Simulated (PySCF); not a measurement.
# Ir₃: structure of the quartet

Where does quartet Ir₃ go from a equilateral triangle start, is the end point a minimum, and what are its modes, charges and moments?

Program: PySCF 2.14.0. Level of theory: PBE0, basis Ir def2-TZVP with ECP60, scalar-relativistic core potentials, no spin–orbit coupling, density fitting. These are calculated values, not measurements.

## (1) The starting structure

3 atoms, charge 0, spin multiplicity 4.

Bond lengths: Ir1–Ir2 2.440 Å, Ir1–Ir3 2.440 Å, Ir2–Ir3 2.440 Å. Angles: Ir2–Ir1–Ir3 60.0°, Ir1–Ir2–Ir3 60.0°, Ir1–Ir3–Ir2 60.0°.

```xyz
3
charge 0 multiplicity 4
Ir    0.0000    1.4087    0.0000
Ir    1.2200   -0.7044    0.0000
Ir   -1.2200   -0.7044    0.0000
```

## (2) First SCF at the start

One driver script runs all steps and calls PySCF; scf.py shows how it sets up the SCF of each step. The optimiser is the driver's own. After this first run the driver tries any further starts and a stability analysis.

scf.py

```python
from pyscf import gto, scf, dft
mol = gto.M(atom='''
Ir     0.000000     1.408700     0.000000
Ir     1.220000    -0.704400     0.000000
Ir    -1.220000    -0.704400     0.000000''',
    basis={'Ir': 'def2-TZVP'},
    ecp={'Ir': 'def2-TZVP'},
    charge=0, spin=3)
mf = dft.UKS(mol, xc='PBE0')
mf.grids.atom_grid = (50, 194)
aux = {'Ir': 'def2-universal-JKFIT'}
mf = mf.density_fit(auxbasis=aux)
mf.conv_tol = 1e-08
mf.diis_space = 10
mf.max_cycle = 60
mf.init_guess = 'huckel'
mf.verbose = 4
mf.kernel()
```

Command:

```
$ OMP_NUM_THREADS=4 python axn.py task.json out
```

The runs that follow: Relaxing the quartet from the equilateral triangle start; Frequencies.

Before running it: what results should come out? Wanted: minimum; geometry; wavenumbers; dipole moment; highest occupied, lowest empty level; polar-tensor charge of Ir1; zero-point energy; atomisation energy; ⟨S²⟩.

**Answer**, as computed:

```
                                          quantity                                    value
                                           minimum                             quartet, D3h
                                          geometry  Ir–Ir 2.360 Å (×3); Ir–Ir–Ir 60.0° (×3)
                                wavenumbers (cm⁻¹)                      200 (e'), 283 (a1')
                                     dipole moment                                   0.00 D
highest occupied, lowest empty level (either spin)                          -5.32, -2.85 eV
                        polar-tensor charge of Ir1                                  +0.00 e
                                 zero-point energy                               4.1 kJ/mol
                               entropy at 298.15 K                          338.9 J/(mol K)
         atomisation energy (no zero-point energy)                               642 kJ/mol
                                              ⟨S²⟩                                    3.824
```

**Reading.** The molecule stays D3h, as typed, and the end point is a minimum. The first SCF alone would have been 47 kJ/mol too high. Other starts or spin states, not run here, may lie lower. One determinant may miss the lowest occupation of an open d or f shell. With an element this heavy the missing spin–orbit coupling can shift these numbers.
